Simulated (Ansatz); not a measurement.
# InH₃+ (doublet): wave-function methods side by side at distance In1–H3 = 1.669 Å, def2-SVP

The task here is to estimate one member of a computed series from the others.

Program: Ansatz 0.2.0, Gaussian basis. Level of theory: def2-SVP, core rule «outside noble gas», up to 9 orbitals frozen. These are calculated values, not measurements.

The runs, in order: UHF; CCSD(T) on ROHF; CCSD(T) on UHF; BCCD(T) on ROHF; CISD; CCSDT(Q) on ROHF; CCSDT(Q) on UHF; CASSCF and MRCISD+Q, 3 electrons in 3 orbitals; CASSCF and NEVPT2, 3 electrons in 3 orbitals; Full CI.

39 further runs of the same task are left out: 21 for a known fault of the program, 15 that didn't finish, 3 set aside as unsound or not needed.

## The system

The geometry derives from a PBE0/def2-TZVP stationary point (not a proven minimum). One bond is set to the value named and the two fragments are kept rigid. No spin-orbit coupling is included. Elements past krypton take def2 core potentials.

4 atoms, charge 1, spin multiplicity 2.

Atoms are counted from 1 here; the program's logs count them from 0.

Bond lengths: In1–H3 1.669 Å, In1–H4 1.668 Å. Angles: H3–In1–H4 174.7°.

Set-up of the first run:

in.yaml

```yaml
crystal:
  periodic: [false, false, false]
  atoms:
    - {symbol: In, position_ang: [0.000000, -0.018790, 0.000553]}
    - {symbol: H, position_ang: [0.000000, 2.333049, -0.068435]}
    - {symbol: H, position_ang: [0.000000, -0.144290, -1.663229]}
    - {symbol: H, position_ang: [0.000000, -0.048336, 1.668675]}
basis:
  gaussian: {orbitals: def2-SVP}
total_charge: 1
magnetization: {spin_polarized: true, initial_magnetization: 1}
hamiltonian: {xc: hf}
output: {orbitals: {seedname: orbitals}}
```

Launch:

```bash
ansatz run in.yaml --threads 1 --pin off --events-out ev --progress --plain --max-ram 2393MiB
```

Among the steps run: UHF; CCSD(T) on ROHF; CCSD(T) on UHF; BCCD(T) on ROHF; CISD; CCSDT(Q) on ROHF; CCSDT(Q) on UHF; CASSCF and MRCISD+Q, 3 electrons in 3 orbitals; CASSCF and NEVPT2, 3 electrons in 3 orbitals; Full CI.

One table of the session follows, with a row left open; its other results are not shown here.

```
       method  from FCI (kcal/mol)
         ROHF               +40.68
          UHF               +40.46
         RMP2               +10.86
         UMP2                    ?
        RCCSD                +0.64
        UCCSD                +0.62
     RCCSD(T)                +0.19
     UCCSD(T)                +0.17
      BCCD(T)                +0.18
       RCCSDT                 0.00
       UCCSDT                -0.02
    RCCSDT(Q)                -0.01
    UCCSDT(Q)                -0.03
  CASSCF pair               +30.42
  NEVPT2 pair                +9.52
  MRCISD pair                +0.69
MRCISD+Q pair                -0.40
          FCI                    0
```

**Question.** Estimate the row for UMP2.

The run gave: from FCI (kcal/mol): +10.78. In the column «from FCI (kcal/mol)» it lies between NEVPT2 pair (+9.52) and RMP2 (+10.86).

Among the levels timed on like hardware and quicker than the yardstick, those that no quicker one beats, quickest first: UCCSD(T) (0.57 s, +0.17 kcal/mol); UCCSDT(Q) (3 s, -0.03 kcal/mol); RCCSDT(Q) (3.3 s, -0.01 kcal/mol). Runs this short are mostly start-up, so their order is noise.

Not comparable, so not listed: CISD (they don't share determinant, frozen orbitals or solution with the rows shown, or repeat one).

Limits of these values: The yardstick is full CI for this spin, exact in this basis with these frozen cores. MRCISD+Q pair falls below full CI: the +Q correction isn't variational, and the cores differ from full CI's. Of the multireference levels listed MRCISD+Q pair comes nearest in total energy (-0.40 kcal/mol), which doesn't show that its space is the better one. Levels on UHF freeze UHF's core orbitals, full CI those of ROHF, so the U rows can settle a little off it for that reason alone. Restricted and unrestricted rows rest on different reference determinants; where their highest levels disagree by more than a few hundredths of an eV, they describe different states and don't form one ladder.
